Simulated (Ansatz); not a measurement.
# CH₃BFNO: how energies converge with the basis set

The task here is to estimate one member of a computed series from the others.

Program: Ansatz 0.2.0, Gaussian basis. Level of theory: one geometry, several basis sets. These are calculated values, not measurements.

Levels to be run: PBE0-D4/def2-SVP; ωB97M-V/def2-SVP; PBE0-D4/def2-QZVPP; ωB97M-V/def2-QZVPP; the functionals' def2-TZVPP values are taken from earlier runs.

## The geometry

All runs share one geometry, relaxed beforehand with PBE0-D4 in a triple-zeta def2 set.

SMILES `NB1OC1F`, 8 atoms, charge 0, spin multiplicity 1.

Atoms are counted from 1 here; the program's logs count them from 0.

Bond lengths: N1–B2 1.379 Å, N1–H6 1.006 Å, N1–H7 1.003 Å, B2–O3 1.360 Å, B2–C4 1.506 Å, O3–C4 1.446 Å, C4–F5 1.359 Å, C4–H8 1.087 Å. Angles: B2–N1–H6 122.6°, B2–N1–H7 122.7°, H6–N1–H7 114.7°, N1–B2–O3 139.1°, N1–B2–C4 160.5°, O3–B2–C4 60.4°, B2–O3–C4 64.8°, B2–C4–O3 54.8°, B2–C4–F5 121.0°, B2–C4–H8 128.7°, O3–C4–F5 112.9°, O3–C4–H8 113.4°, F5–C4–H8 109.5°.

The first run:

in.yaml reads:

```yaml
crystal:
  periodic: [false, false, false]
  atoms:
    - {symbol: N, position_ang: [-1.057930, 0.841376, -0.740584]}
    - {symbol: B, position_ang: [-0.218266, -0.009242, -0.052808]}
    - {symbol: O, position_ang: [-0.287542, -0.960421, 0.916171]}
    - {symbol: C, position_ang: [1.043987, -0.673811, 0.429673]}
    - {symbol: F, position_ang: [1.833214, -0.083273, 1.365044]}
    - {symbol: H, position_ang: [-2.047670, 0.883174, -0.566653]}
    - {symbol: H, position_ang: [-0.725653, 1.489854, -1.430507]}
    - {symbol: H, position_ang: [1.551763, -1.544756, 0.023964]}
basis:
  gaussian: {orbitals: def2-SVP}
hamiltonian: {xc: pbe0, dispersion: d4}
output: {orbitals: {seedname: orbitals}}
```

On the command line:

```bash
ansatz run in.yaml --threads 2 --pin off --events-out ev --progress --plain --max-ram 4352MiB
```

Among the steps run: PBE0-D4 in def2-SVP; ωB97M-V in def2-SVP; PBE0-D4 in def2-QZVPP; ωB97M-V in def2-QZVPP.

One table of the session follows, with a row left open; its other results are not shown here.

```
functional       basis  HOMO (eV)  LUMO (eV)
   PBE0-D4    def2-SVP      -7.66       1.37
   PBE0-D4  def2-TZVPP      -7.85       0.56
   PBE0-D4  def2-QZVPP          ?          ?
   ωB97M-V    def2-SVP     -10.00       2.98
   ωB97M-V  def2-TZVPP     -10.21       1.84
   ωB97M-V  def2-QZVPP     -10.25       1.41
```

**Question.** Estimate the row for PBE0-D4, def2-QZVPP.

As computed: HOMO (eV): -7.89; LUMO (eV): 0.29. In the column «HOMO (eV)» it lies between ωB97M-V, def2-SVP (-10.00) and PBE0-D4, def2-TZVPP (-7.85).
